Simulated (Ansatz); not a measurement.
Run this with Ansatz 0.2.0, Python API and show what comes out.

The script, `nb3ga.py`:
```python
'''A chemical series on the Cu3Au structure: relaxed cells and their trends.'''

import warnings

import ansatz
import numpy as np
from tabulate import tabulate

TOLERANCE = 1e-07
MAX_SCF = 80
CUTOFF_EV = 520
KSPACING = 0.39
FILLING = 'fermi_dirac'
WIDTH_EV = 0.05


def cu3au(a_site, b_site, a):
    return (
        ansatz.Lattice.cubic(a)
        .space_group(221)
        .atom(a_site, [0, 0, 0])
        .atom(b_site, [0, 0.5, 0.5])
    )


def ground_state(name, crystal, relax=True):
    calc = (
        crystal.calculation()
        .functional(ansatz.Functional.PBESOL)
        .accuracy('medium')
        .mixing('broyden')
        .scf(tolerance=TOLERANCE, max_iterations=MAX_SCF)
        .basis(CUTOFF_EV)
        .kpoints(spacing=KSPACING)
        .occupations(FILLING, width=WIDTH_EV)
        .stress()
        .band_table()
    )
    if relax:
        calc = calc.relax(force_tolerance=0.02, max_steps=40, cell=True)
    return calc.run(threads=1)

def bulk_modulus(name, outcome, step=0.01):
    # B = -V dP/dV from the pressures of two uniformly scaled cells, atoms held at their fractions
    pressure = []
    for factor in (1 - step, 1.0, 1 + step):
        cell = ansatz.Crystal(lattice=ansatz.Lattice.of(outcome.lattice.cell_ang * factor ** (1 / 3)))
        for site in outcome.report['lattice']['sites']:
            cell = cell.atom(site['symbol'], site['position_frac'])
        pressure.append(np.trace(ground_state(name, cell, relax=False).report['stress_gpa']) / 3)
    slope, bend = (pressure[0] - pressure[2]) / (2 * step), abs(pressure[0] + pressure[2] - 2 * pressure[1])
    # a jump of mesh or basis between the cells shows as a kink: no modulus then
    return float(slope) if bend < 12 * step**2 * abs(slope) + 0.15 and abs(pressure[1]) < 1.5 else float('nan')


def volume_per_atom(outcome):
    return abs(np.linalg.det(outcome.lattice.cell_ang)) / len(outcome.lattice.sites)

# the lattice constants below are starting guesses
warnings.simplefilter('ignore', ansatz.DeckWarning)

phases = {}
phases['Nb3Ga'] = cu3au('Ga', 'Nb', 4.36)
phases['GaMo3'] = cu3au('Ga', 'Mo', 4.21)
phases['GaAg3'] = cu3au('Ga', 'Ag', 4.07)

done = {}
for name, crystal in phases.items():
    try:
        done[name] = ground_state(name, crystal)
    except ansatz.NonConvergedError as error:
        print(name, 'did not converge:', str(error)[:120])

rows = [(name, float(np.linalg.norm(o.lattice.cell_ang[0])), volume_per_atom(o), bulk_modulus(name, o)) for name, o in done.items()]
print(tabulate(rows, headers=['compound', 'a (A)', 'V (A^3/atom)', 'B (GPa)'], floatfmt='.4f', tablefmt='simple'))
```

Output of `python nb3ga.py`:
```text
compound      a (A)    V (A^3/atom)    B (GPa)
----------  -------  --------------  ---------
Nb3Ga        4.0656         16.7999   174.5713
GaMo3        3.9084         14.9257   240.6537
GaAg3        4.0384         16.4656   nan
```

From smallest to largest: GaMo3 (14.93 Å³), GaAg3 (16.47 Å³) and Nb3Ga (16.80 Å³). The largest is 13 % above the smallest.

These settings explore the input space; cutoff and mesh may be short of convergence. For the metals among these phases the mesh is modest: differences between phases can be off by up to 40 meV an atom. The program warned that this SCF threshold is loose for forces or stresses. The bulk modulus is taken at fixed shape and positions, an upper value where these are free. Pressure is positive in compression. The cells are built on a prototype by substitution; a member may or may not take this structure in nature. The script silences the warnings on its input, which a real study should read. Timing: 46 s on 1 thread of Arm Neoverse V2, with other jobs on the host, peak memory 0.45 GiB.

(Lines on the test bed's own set-up are left out of the output.)
